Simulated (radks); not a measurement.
**O²⁺ with its nuclear charge varied continuously**

What is the energy between the elements? 6 electrons are held in [He] 2s2 2p2 while Z is changed in small steps.

Method: non-relativistic Kohn-Sham, BLYP, spin-polarised, spherical densities, point nucleus; open shells are filled with parallel spins first. Code: radks (a radial shooting solver on a logarithmic mesh, Libxc functionals) version 1.

## (1) Starting point

```
element       : oxygen (Z = 8)
charge        : +2
electrons     : 6
configuration : [He] 2s2 2p2
```

The outer shells:

O²⁺
```
[He] core
2s [↑↓]
2p [↑ ][↑ ][  ]
```

In the logs a row gives level, spin channel, occupation and eigenvalue; Etot, Ekin, Encl (electron-nucleus), Eh (Hartree) and Exc are energies, all in hartree; err is the last residual, it the number of iterations.

## (2) Z = 8

Input:

```text
Z 8
configuration [He] 2s2 2p2
relativity non-relativistic
functional b88,lyp
spin polarised
nucleus point
```

The log of the run:

```text
1s      1   1.0000         -20.51624749
2s      1   1.0000          -2.19975062
2p      1   2.0000          -1.65485467
1s      2   1.0000         -20.45428183
2s      2   1.0000          -2.03501450
2p      2   0.0000          -1.48642113
Etot -73.2706806792419
Ekin 73.13447815430462
Encl -165.77699273287487
Eh 26.829207787828075
Exc -7.457373888499712
err 1.970164732709633e-09
it 13
```

The top filled level is 2p up, -45.031 eV.

Sizes of the orbitals, from the radial functions (bohr):

```tsv
level	occupation	energy (eV)	<r>	outermost maximum (interpolated)	90 % within	nodes
1s up	1	-558.28	0.1998	0.129	0.358	0
1s down	1	-556.59	0.1993	0.129	0.357	0
2s up	1	-59.858	1.021	0.826	1.60	1
2s down	1	-55.376	1.047	0.838	1.65	1
2p up	2	-45.031	0.9864	0.731	1.64	0
2p down	0	-40.448	1.028	0.748	1.73	0
```

Radial density 4πr²ρ:

```tsv
r (bohr)	4πr²ρ (e/bohr)
0.00696	0.1728
0.00944	0.3051
0.0128	0.5310
0.0173	0.9068
0.0235	1.509
0.0318	2.425
0.0435	3.757
0.0589	5.396
0.0799	7.112
0.108	8.358
0.147	8.436
0.199	7.010
0.270	4.715
0.368	3.014
0.499	2.984
0.676	3.795
0.917	3.767
1.24	2.436
1.68	0.9348
2.28	0.1898
3.12	0.01575
```

## (3) Z = 7

Input: that of step 2 with these lines changed.

```diff
@@ -1,2 +1,2 @@
-Z 8
+Z 7
 configuration [He] 2s2 2p2
```

The log of the run:

```text
1s      1   1.0000         -14.77496290
2s      1   1.0000          -1.23330738
2p      1   2.0000          -0.80554193
1s      2   1.0000         -14.73080861
2s      2   1.0000          -1.10448596
2p      2   0.0000          -0.68044366
Etot -54.05168815259208
Ekin 53.92988081891175
Encl -124.00580381335321
Eh 22.35359045736132
Exc -6.329355615511932
err 1.95059967871566e-09
it 13
```

E − E(step 2, Z = 8) = +522.975 eV. 2p up is the highest filled level (-21.920 eV).

## (4) Z = 7.5

Input: that of step 3 with these lines changed.

```diff
@@ -1,2 +1,2 @@
-Z 7
+Z 7.5
 configuration [He] 2s2 2p2
```

The log of the run:

```text
1s      1   1.0000         -17.51926630
2s      1   1.0000          -1.68443221
2p      1   2.0000          -1.19806718
1s      2   1.0000         -17.46631007
2s      2   1.0000          -1.53756063
2p      2   0.0000          -1.05122852
Etot -63.28531872919028
Ekin 63.155922508192226
Encl -144.14382392293322
Eh 24.596892642916835
Exc -6.894309957366113
err 1.1411680599965688e-09
it 14
```

E − E(step 2, Z = 8) = +271.716 eV. 2p up is the highest filled level (-32.601 eV).

## (5) Z = 8.5

Input: that of step 4 with these lines changed.

```diff
@@ -1,2 +1,2 @@
-Z 7.5
+Z 8.5
 configuration [He] 2s2 2p2
```

The log of the run:

```text
1s      1   1.0000         -23.76519350
2s      1   1.0000          -2.77875635
2p      1   2.0000          -2.17540703
1s      2   1.0000         -23.69405050
2s      2   1.0000          -2.59630452
2p      2   0.0000          -1.98547185
Etot -84.00732192476748
Ekin 83.86499094126563
Encl -188.90690177576911
Eh 29.053651416033325
Exc -8.01906250629732
err 1.2899775872031852e-09
it 13
```

E − E(step 2, Z = 8) = -292.159 eV. The top filled level is 2p up, -59.196 eV.

## (6) Z = 9

Input: that of step 5 with these lines changed.

```diff
@@ -1,2 +1,2 @@
-Z 8.5
+Z 9
 configuration [He] 2s2 2p2
```

The log of the run:

```text
1s      1   1.0000         -27.26563820
2s      1   1.0000          -3.42113295
2p      1   2.0000          -2.75940779
1s      2   1.0000         -27.18518129
2s      2   1.0000          -3.22108997
2p      2   0.0000          -2.54803741
Etot -95.49493856223857
Ekin 95.34706681680217
Encl -213.53449514202867
Eh 31.272194804329107
Exc -8.579705041341173
err 8.193454153128841e-10
it 13
```

Energy against step 2 (Z = 8): -604.753 eV. The top filled level is 2p up, -75.087 eV.

## (7) What came out

```tsv
Z	E (hartree)	E(electron-nucleus)/Z (hartree)	highest level	its energy (eV)	<r> (bohr)
7	-54.05169	-17.7151	2p up	-21.920	1.249
7.5	-63.28532	-19.2192	2p up	-32.601	1.101
8	-73.27068	-20.7221	2p up	-45.031	0.9864
8.5	-84.00732	-22.2243	2p up	-59.196	0.8941
9	-95.49494	-23.7261	2p up	-75.087	0.8181
```

**Reading.** At Z = 8 the central difference of E is -20.722 hartree, against -20.722 from the Hellmann-Feynman theorem. The top level goes from -21.920 eV at Z = 7 to -75.087 eV at Z = 9.
